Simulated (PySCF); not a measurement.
Molecule: LiBr, in a box.

```xyz
2
Lattice="11.0000 0.0000 0.0000 0.0000 10.0000 0.0000 0.0000 0.0000 10.0000" Properties=species:S:1:pos:R:3 pbc="T T T"
Li    4.5880    5.3288    4.5559
Br    6.4380    4.7132    5.5121
```

Base run:

* Program: PySCF 2.14.0
* Functional: TPSS
* Dispersion: D4
* Potentials or basis: 6-31g* (all-electron)
* k mesh: 1 × 1 × 1
* Occupations: fixed
* Spin: no spin polarisation

Its results: gap between the frontier levels 3.92 eV.

Problem. The run is repeated on the same cell with these changes: functional from TPSS to r2SCANh. What comes out?

Solution. Gap between the frontier levels 5.32 eV.

r2SCANh gives the wider gap, since exact exchange removes part of the self-interaction.

Caveats: this is a molecule in a periodic box at the Γ point, so its band gap is the HOMO-LUMO gap; relativity is left out, which matters for the heavier elements; the basis of atomic orbitals isn't converged, which shifts pressures, moduli and gaps.

